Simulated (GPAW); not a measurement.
The system is Ba2Tl5V3O12.

```
Ba V Tl O
1.0
     4.23698    2.44622    6.12840
    -4.23698    2.44622    6.12840
     0.00000   -4.89244    6.12840
Ba V Tl O
2 3 5 12
Direct
  0.50000 0.50000 0.50000
  0.00000 0.00000 0.00000
  0.50000 0.50000 0.00000
  0.00000 0.50000 0.50000
  0.50000 0.00000 0.50000
  0.00000 0.00000 0.50000
  0.50000 0.00000 0.00000
  0.00000 0.50000 0.00000
  0.74045 0.74045 0.74045
  0.25955 0.25955 0.25955
  0.71652 0.08089 0.41242
  0.41242 0.71652 0.08089
  0.08089 0.41242 0.71652
  0.58758 0.91911 0.28348
  0.91911 0.28348 0.58758
  0.28348 0.58758 0.91911
  0.28348 0.91911 0.58758
  0.58758 0.28348 0.91911
  0.91911 0.58758 0.28348
  0.41242 0.08089 0.71652
  0.08089 0.71652 0.41242
  0.71652 0.41242 0.08089
```

The cell was built by a generator and needn't be a form met in nature.

Base run:

- Program: GPAW 26.7.0
- Functional: AM05
- Potentials or basis: PAW data sets generated in the run's folder for this functional
- Cutoff: 800 eV
- Basis: pw
- k mesh: 3 × 3 × 3
- Occupations: fermi-dirac, width 0.05 eV
- Spin: collinear spin, ferromagnetic start
- Starting moments: [0.0, 0.0, 2.0, 2.0, 2.0, 0.0, 0.0, 0.0, 0.0, 0.0, 0.0, 0.0, 0.0, 0.0, 0.0, 0.0, 0.0, 0.0, 0.0, 0.0, 0.0, 0.0] μB

Its results: pressure -3.1 GPa; net moment 0.95 μB per cell; site moments Ba +0.00, -0.00; V +0.27; Tl +0.00, +0.02; O -0.01 μB; largest force 0.152 eV/Å.

After a change of settings the same cell gave: pressure -0.2 GPa; net moment 1.17 μB per cell; site moments Ba +0.00, -0.00; V +0.34; Tl +0.00, +0.02; O -0.01 μB; largest force 0.181 eV/Å. Which change was it?
A. functional from AM05 to PW91
B. functional from AM05 to SCAN; potentials or basis from PAW data sets generated in the run's folder for this functional to GPAW PAW data sets (gpaw-data 1.2.1)
C. functional from AM05 to RPBE; potentials or basis from PAW data sets generated in the run's folder for this functional to the program's PAW data sets (release 1.2.1) made for this functional
D. functional from AM05 to LDA; potentials or basis from PAW data sets generated in the run's folder for this functional to the program's PAW data sets (release 1.2.1) made for this functional

A.

PW91 binds less tightly than AM05, so the same cell stands under more pressure.

Not every run made on this cell is shown here.
